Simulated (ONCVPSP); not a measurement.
**Molybdenum: generating and testing an ONCV potential**

Aim: build the potential from the settings below, then test how well it stands in for the atom: other configurations, scattering, ghost states and the plane-wave cutoff that it needs.

The numbers are computed with ONCVPSP 4.0.1.1 (patched build) (PBE, scalar-relativistic, spin-unpolarised reference atom).

### Step 1. Starting point

Typed settings, in words:

```json
{
  "element": "molybdenum (Mo, Z = 42)",
  "type": "optimised norm-conserving Vanderbilt (ONCV)",
  "frozen core": "[Ar] 3d10",
  "valence charge": "14",
  "reference configuration": "4s2 4p6 4d3 (charge +3)",
  "partial waves": "4s: rc 1.90 bohr, ncon 4, nbas 8, qcut 7.8 1/bohr, 1 projector; 4p: rc 2.00 bohr, ncon 4, nbas 8, qcut 8.4 1/bohr, 3 projectors, debl 2.5 Ha; 4d: rc 2.25 bohr, ncon 4, nbas 8, qcut 8.4 1/bohr, 2 projectors, debl 2.6 Ha",
  "local potential": "polynomial inside 1.45 bohr (lpopt 5, dvloc0 4 Ha)",
  "core correction": "Teter function fitted to the true core (icmod 2), fcfact 0.7"
}
```

The outer shells as boxes (Hund's rule for the drawing; the calculation is spin-unpolarised):

```
[Ar] core
3d [↑↓][↑↓][↑↓][↑↓][↑↓]
4s [↑↓]
4p [↑↓][↑↓][↑↓]
4d [↑ ][↑ ][↑ ][  ][  ]
```

An earlier all-electron run gives the scale for the radii.

All-electron outer shells of the reference configuration (PBE, scalar-relativistic, ld1.x):

```
shell  level (eV)  outermost node (bohr)  outermost maximum (bohr)
   4s      -96.30                   0.51                      0.99
   4p      -70.02                   0.52                      1.06
   4d      -32.91                   0.53                      1.32
   5s      -26.70                   1.30                      2.46
   5p      -20.67                   1.46                      2.86
```

### Step 2. Generation

Mo.dat reads:

```
# ATOM AND REFERENCE CONFIGURATION
# atsym  z   nc   nv     iexc    psfile
  Mo 42.00    6    3        4      upf
#
#   n    l    f
    1    0    2.00
    2    0    2.00
    2    1    6.00
    3    0    2.00
    3    1    6.00
    3    2   10.00
    4    0    2.00
    4    1    6.00
    4    2    3.00
#
# PSEUDOPOTENTIAL AND OPTIMIZATION
# lmax
    2
#
#   l,   rc,      ep,       ncon, nbas, qcut
    0    1.90    0.00    4    8    7.80
    1    2.00    0.00    4    8    8.40
    2    2.25    0.00    4    8    8.40
#
# LOCAL POTENTIAL
# lloc, lpopt,  rc(5),   dvloc0
    4    5    1.45    4.00
#
# VANDERBILT-KLEINMAN-BYLANDER PROJECTORs
# l, nproj, debl
    0    1    1.60
    1    3    2.50
    2    2    2.60
#
# MODEL CORE CHARGE
# icmod, fcfact, rcfact
    2    0.70    0.80
#
# LOG DERIVATIVE ANALYSIS
# epsh1, epsh2, depsh
   -5.00    5.00    0.04
#
# OUTPUT GRID
# rlmax, drl
    6.00    0.01
#
# TEST CONFIGURATIONS
# ncnf
    4
# nvcnf
#   n    l    f
    4
    4    0    2.00
    4    1    6.00
    4    2    5.00
    5    0    1.00
#
    3
    4    0    2.00
    4    1    6.00
    4    2    5.00
#
    3
    4    0    2.00
    4    1    6.00
    4    2    4.00
#
    4
    4    0    2.00
    4    1    6.00
    4    2    4.00
    5    0    1.00
#
```

The run is started by

```console
oncvpsp.x < Mo.dat > Mo.out
```

What the program wrote to Mo.out (without the consistency checks and plot data):

```text
ONCVPSP  (Optimized Norm-Conservinng Vanderbilt PSeudopotential)
scalar-relativistic version 4.0.1.1, modified

#   n    l    f        energy (Ha)
    1    0    2.00    -7.2967518E+02
    2    0    2.00    -1.0409669E+02
    2    1    6.00    -9.3186683E+01
    3    0    2.00    -1.8717376E+01
    3    1    6.00    -1.5142023E+01
    3    2   10.00    -9.3268473E+00
    4    0    2.00    -3.5390148E+00
    4    1    6.00    -2.5732211E+00
    4    2    3.00    -1.2092824E+00

Reference configufation results
  iterations    20
  all-electron total energy (Ha)   -4.04681509D+03

Begin loop to  construct optimized pseudo wave functions
and semi-local pseudopoentials for all angular momenta

Calculating optimized projector #   1

 for l=   0

    Fraction of norm inside rc  0.969128
    Optimizing pswf for qcut=   7.79 a_B^-1,  ecut=  30.35 Ha
    Residual kinetic energy error=  3.67D-08 Ha

    Energy error per electron        Cutoff
         Ha          eV             Ha
         0.01000     0.27211       13.04
         0.00100     0.02721       17.82
         0.00010     0.00272       21.54
         0.00001     0.00027       24.59

WARNING wellstate: moderately localized bound state found for n= 5 l=  1
WARNING scattering state with energy  0.05000000
WARNING will be used for the first projector

   Wellstate for l =  1  n =  6
     eigenvalue =   0.0500
     asymptotic potential =   0.5500
     half-point radius =  3.7747

   Wellstate for l =  1  n =  7
     eigenvalue =   2.5500
     asymptotic potential =   3.0500
     half-point radius =  3.1606

Calculating optimized projector #   1

 for l=   1

    Fraction of norm inside rc  0.950064
    Optimizing pswf for qcut=   8.40 a_B^-1,  ecut=  35.32 Ha
    Residual kinetic energy error=  8.08D-09 Ha

    Energy error per electron        Cutoff
         Ha          eV             Ha
         0.01000     0.27211        9.74
         0.00100     0.02721       12.52
         0.00010     0.00272       14.71
         0.00001     0.00027       17.81

Calculating optimized projector #   2

 for l=   1

    Fraction of norm inside rc  0.074528
    Optimizing pswf for qcut=   8.40 a_B^-1,  ecut=  35.32 Ha
    Residual kinetic energy error=  1.25D-08 Ha

    Energy error per electron        Cutoff
         Ha          eV             Ha
         0.01000     0.27211        8.03
         0.00100     0.02721       10.83
         0.00010     0.00272       15.99
         0.00001     0.00027       25.01

Calculating optimized projector #   3

 for l=   1

    Fraction of norm inside rc  0.069617
    Optimizing pswf for qcut=   8.40 a_B^-1,  ecut=  35.32 Ha
    Residual kinetic energy error=  4.05D-08 Ha

    Energy error per electron        Cutoff
         Ha          eV             Ha
         0.01000     0.27211        9.39
         0.00100     0.02721       12.06
         0.00010     0.00272       25.26
         0.00001     0.00027       29.48

   Wellstate for l =  2  n =  7
     eigenvalue =   1.3907
     asymptotic potential =   1.8907
     half-point radius =  4.5839

Calculating optimized projector #   1

 for l=   2

    Fraction of norm inside rc  0.845266
    Optimizing pswf for qcut=   8.40 a_B^-1,  ecut=  35.24 Ha
    Residual kinetic energy error=  3.30D-09 Ha

    Energy error per electron        Cutoff
         Ha          eV             Ha
         0.01000     0.27211       14.65
         0.00100     0.02721       19.16
         0.00010     0.00272       23.03
         0.00001     0.00027       26.28

Calculating optimized projector #   2

 for l=   2

    Fraction of norm inside rc  0.097724
    Optimizing pswf for qcut=   8.40 a_B^-1,  ecut=  35.24 Ha
    Residual kinetic energy error=  5.03D-09 Ha

    Energy error per electron        Cutoff
         Ha          eV             Ha
         0.01000     0.27211       14.22
         0.00100     0.02721       19.33
         0.00010     0.00272       23.70
         0.00001     0.00027       27.31

Construct Vanderbilt / Kleinmman-Bylander projectors

B matrix Hermiticity error, ll=   1
   1   2   -1.9517E-04
   1   3    3.3626E-04
   2   3    8.1710E-05

  Orthonormal projector coefficients  3.0372E+00 -7.5878E-01  2.5114E-01

B matrix Hermiticity error, ll=   2
   1   2    1.3274E-04

  Orthonormal projector coefficients -2.0545E+00 -4.1193E-01

Model core correction analysis
  based on d2Exc/dn_idn_j

d2excae - all-electron derivatives

   -3.530160D-02   -3.172640D-02   -2.078332D-02
   -3.172659D-02   -3.023660D-02   -2.278195D-02
   -2.078326D-02   -2.278180D-02   -2.493549D-02

d2excps - pseudofunction derivatives with no core correction

   -4.277412D-02   -3.535479D-02   -2.162659D-02
   -3.535605D-02   -3.301670D-02   -2.386524D-02
   -2.162667D-02   -2.386511D-02   -2.588179D-02

rms 2nd derivative error    3.241582E-03

amplitude prefactor, scale prefactor
   20.7938    1.0732

d2excps - pseudofunction derivatives with core correction

   -3.201438D-02   -3.023558D-02   -2.081056D-02
   -3.023564D-02   -3.000523D-02   -2.347877D-02
   -2.081042D-02   -2.347857D-02   -2.608579D-02

rms 2nd derivative error    1.398432E-03

Pseudoatom total energy  -66.817439

Diagnostic tests using Vanderbilt-Kleinman-Bylander pseudopotentials
  1 or more projectors used as specified by nproj input data

   l    rcore       rmatch      e in        delta e   norm test  slope test

   0   1.9031635   1.9609476  -3.5390148   0.0000013   1.0000054   0.9999928

   1   2.0084357   2.0694161  -2.5732211   0.0000007   1.0001329   1.0001328
   1   2.0084357   2.0694161   0.0500000   0.0000245   1.0001724   1.0001724
   1   2.0084357   2.0694161   2.5500000   0.0000286   1.0003106   1.0003106

   2   2.2501919   2.3185126  -1.2092824  -0.0000025   1.0000533   1.0000616
   2   2.2501919   2.3185126   1.3907176   0.0000291   1.0001188   1.0001188

 Testing for bound ghosts
   n   l    E NL Schr. Eq   E Basis Diag.   E Cutoff

       0                      -11.765641     52.72  WARNING - GHOST(-)
   1   0       -3.539014       -3.539007     52.72

   2   1       -2.573220       -2.573220     98.49

   3   2       -1.209285       -1.209268     68.22

 Testing for highly-localized positive-energy ghosts
       l    <radius>/rc     E Basis Diag.   E Cutoff

Test configuration 0

   n   l     f        eae           eps        diff
   1   0  2.0000 -729.67518224
   2   0  2.0000 -104.09668637
   2   1  6.0000  -93.18668284
   3   0  2.0000  -18.71737570
   3   1  6.0000  -15.14202315
   3   2 10.0000   -9.32684735
   4   0  2.0000   -3.53901479   -3.53901353    1.26D-06
   4   1  6.0000   -2.57322110   -2.57322044    6.55D-07
   4   2  3.0000   -1.20928239   -1.20928492   -2.52D-06

    Total energies and differences
      AE_ref= -4.04681509D+03  AE_tst= -4.04681509D+03  dif=  0.00D+00
      PS_ref= -6.68174389D+01  PS_tst= -6.68174389D+01  dif=  0.00D+00
      PSP excitation error=  0.00D+00

Test configuration 1

psatom: WARNING lschvkbb convergence error n,l,iter=   2   0   2
ea(ii),et,emin,emax -3.611866E-01 -3.973053E-01 -3.973053E-01 -3.973053E-01
run_config: WARNING for fully non-local PS atom, stg. 2
 WARNING no output for configuration 2

Test configuration 2

   n   l     f        eae           eps        diff
   1   0  2.0000 -728.71926635
   2   0  2.0000 -103.12951684
   2   1  6.0000  -92.22026278
   3   0  2.0000  -17.75824307
   3   1  6.0000  -14.18292710
   3   2 10.0000   -8.36647840
   4   0  2.0000   -2.61340332   -2.61387071   -4.67D-04
   4   1  6.0000   -1.66434364   -1.66432381    1.98D-05
   4   2  5.0000   -0.38270971   -0.38275952   -4.98D-05

    Total energies and differences
      AE_ref= -4.04681509D+03  AE_tst= -4.04836612D+03  dif= -1.55D+00
      PS_ref= -6.68174389D+01  PS_tst= -6.83687533D+01  dif= -1.55D+00
      PSP excitation error=  2.85D-04

Test configuration 3

   n   l     f        eae           eps        diff
   1   0  2.0000 -729.15509199
   2   0  2.0000 -103.56975447
   2   1  6.0000  -92.66017218
   3   0  2.0000  -18.19629598
   3   1  6.0000  -14.62097519
   3   2 10.0000   -8.80496008
   4   0  2.0000   -3.04115194   -3.04136715   -2.15D-04
   4   1  6.0000   -2.08554804   -2.08554200    6.04D-06
   4   2  4.0000   -0.76537044   -0.76555281   -1.82D-04

    Total energies and differences
      AE_ref= -4.04681509D+03  AE_tst= -4.04779792D+03  dif= -9.83D-01
      PS_ref= -6.68174389D+01  PS_tst= -6.78004303D+01  dif= -9.83D-01
      PSP excitation error=  1.64D-04

Test configuration 4

psatom: WARNING lschvkbb convergence error n,l,iter=   2   0   2
ea(ii),et,emin,emax -6.505563E-01 -7.156120E-01 -7.156120E-01 -7.156120E-01
run_config: WARNING for fully non-local PS atom, stg. 2
 WARNING no output for configuration 5
```

Wall time 5.2 s (1 thread of Neoverse-N1, shared host).

The projector energies used in the p channel were -2.573, 0.050, 2.550 Ha; the program set a typed value aside.

All-electron and pseudo partial waves u(r) = r·R(r), from the program's wave files:

```tsv
r (bohr)	4s AE	4s PS	4p AE	4p PS
0.113	0.3770	0.1278	0.2632	0.0305
0.225	-0.3113	0.2616	-0.3556	0.1167
0.338	-0.5961	0.4072	-0.5331	0.2485
0.450	-0.2794	0.5588	-0.2658	0.4066
0.563	0.2265	0.7093	0.1491	0.5737
0.675	0.6599	0.8422	0.5237	0.7273
0.788	0.9464	0.9454	0.7979	0.8539
0.900	1.0849	1.0058	0.9600	0.9404
1.013	1.1104	1.0195	1.0292	0.9835
1.125	1.0599	0.9883	1.0283	0.9841
1.238	0.9647	0.9198	0.9801	0.9481
1.350	0.8502	0.8269	0.9044	0.8853
1.463	0.7303	0.7206	0.8140	0.8044
1.575	0.6165	0.6135	0.7200	0.7160
1.688	0.5122	0.5116	0.6270	0.6258
1.800	0.4213	0.4212	0.5405	0.5403
1.913	0.3426	0.3426	0.4611	0.4610
2.025	0.2770	0.2770	0.3908	0.3908
2.138	0.2221	0.2221	0.3287	0.3287
2.250	0.1774	0.1774	0.2754	0.2753
2.363	0.1408	0.1408	0.2293	0.2292
2.475	0.1115	0.1115	0.1904	0.1904
2.588	0.0878	0.0878	0.1573	0.1573
2.700	0.0690	0.0690	0.1298	0.1298
2.813	0.0540	0.0540	0.1066	0.1066
2.925	0.0423	0.0423	0.0875	0.0875
```

Densities times 4π (e/bohr³); a dash where the program caps the true core:

```tsv
r (bohr)	pseudo valence	true core	model core
0.113	2.996	–	227.6
0.338	6.307	–	137.9
0.563	10.17	72.56	48.02
0.788	11.4	8.249	8.246
1.013	9.382	0.8848	0.4291
1.238	6.04	0.09721	0.0008229
1.463	3.277	0.01115	0.002121
1.688	1.623	0.001334	0.000129
1.913	0.7825	0.000165	6.172e-05
2.138	0.3806	2.092e-05	2.091e-05
2.363	0.1888	2.729e-06	2.406e-06
2.588	0.09581	3.619e-07	0
2.813	0.04958	0	0
```

### Step 3. Transferability, from the output's test configurations

2 tests gave no usable energy difference (4s2 4p6 4d5 5s1; 4s2 4p6 4d4 5s1).

Energies count from the reference configuration 4s2 4p6 4d3; the error is all-electron less pseudo.

| valence configuration | charge | ΔE all-electron (eV) | error AE − PS (meV) |
| --- | --- | --- | --- |
| 4s2 4p6 4d5 | +1 | -42.206 | +7.8 |
| 4s2 4p6 4d4 | +2 | -26.744 | +4.5 |

### Step 4. Scattering by logarithmic derivatives

Taken from the files of the generation run. The phase is arctan(r·R′/R) of the radial function R, unwrapped, with energies in Ha. A pole is an energy at which the radial function vanishes at the test radius. The pseudo phase is shifted by a multiple of π to meet the all-electron one at the reference energy. Levels narrower than the energy grid can be missing from the poles. The last column is the largest difference on the grid between −0.5 and +0.5 Ha.

```tsv
channel	radius (bohr)	reference (Ha)	poles AE	poles PS	window around the reference with phases within 0.05 rad (Ha)	largest difference near zero (rad)
s	1.93	-3.54	-3.31, 3.35	-3.30	-3.8 to -2.3	1.144
p	2.03	-2.57	-2.31, 3.43	-2.31, 3.43	the whole range	0.000
d	2.28	-1.21	-0.84, 3.31	-0.84, 3.32	the whole range	0.000
```

Phases (rad) along the scan:

```tsv
E (Ha)	s AE	s PS	d AE	d PS
-4.96	1.240	1.258	1.383	1.383
-4.48	1.135	1.163	1.367	1.367
-4.00	0.651	0.728	1.346	1.346
-3.52	-1.384	-1.384	1.318	1.318
-3.04	-1.684	-1.669	1.276	1.276
-2.56	-1.801	-1.768	1.203	1.203
-2.08	-1.906	-1.843	1.036	1.036
-1.60	-2.050	-1.927	0.210	0.210
-1.12	-2.316	-2.043	-1.350	-1.350
-0.64	-2.921	-2.238	-1.664	-1.664
-0.16	-3.766	-2.622	-1.866	-1.866
0.32	-4.212	-3.307	-2.252	-2.252
0.80	-4.410	-3.914	-3.505	-3.505
1.28	-4.517	-4.225	-4.277	-4.277
1.76	-4.585	-4.386	-4.495	-4.495
2.24	-4.633	-4.480	-4.594	-4.594
2.72	-4.671	-4.543	-4.656	-4.656
3.20	-4.703	-4.588	-4.702	-4.702
3.68	-4.732	-4.622	-4.744	-4.743
4.16	-4.761	-4.650	-4.788	-4.787
4.64	-4.791	-4.674	-4.845	-4.842
```

### Step 5. Plane-wave cutoff and ghosts

From the same output: the cutoffs (Ha) at which the residual kinetic energy of the hardest occupied pseudo-wave falls to 1 and 0.1 mHa per electron are 19 Ha and 23 Ha.

The program's own ghost test: GHOST(-) flagged for s at -320.2 eV; no localised positive-energy state flagged.

Cutoff (Ha) at which the first wave of each channel reaches a given error (Ha per electron):

```tsv
error	s	p	d
1.0e-02	13.0	9.7	14.6
3.2e-03	15.6	11.1	17.0
1.0e-03	17.8	12.5	19.2
3.2e-04	19.7	13.6	21.3
1.0e-04	21.5	14.7	23.0
3.2e-05	23.0	16.1	24.8
1.0e-05	24.6	17.8	26.3
```

### Step 6. Summary of results

| quantity | value |
| --- | --- |
| cutoffs for 1 and 0.1 mHa per electron, occupied waves | 19 Ha and 23 Ha |
| bound ghosts | s at -320.16 eV |
| GHOST(+) flags | none at low energy |
| largest test error (AE − PS) | +7.8 meV, for 4s2 4p6 4d5 (2 tests unsolved) |
| largest phase difference near zero energy, channels read | 1.144 rad |
| rms error of d²Exc/dn², without and with the model core | 3.24 and 1.40 mHa |
| projector energies reset by the program | p: -2.573, 0.050, 2.550 Ha |

What this shows: It has a bound ghost (s), a state that the atom doesn't have, and that rules the file out. By total energies transferability is good where solved: the largest error is 7.8 meV on 42.2 eV, for 4s2 4p6 4d5. Atomic tests can pass in spite of a ghost, since they solve only for the levels asked. Of the tests 2 gave no usable energy difference, which is a warning in itself. It counts as of middling hardness, with 19 Ha needed at the looser tolerance. Of the channels read, s scatters worst near zero energy, by up to 1.14 rad. These are tests on the free atom; a crystal test is still owed.
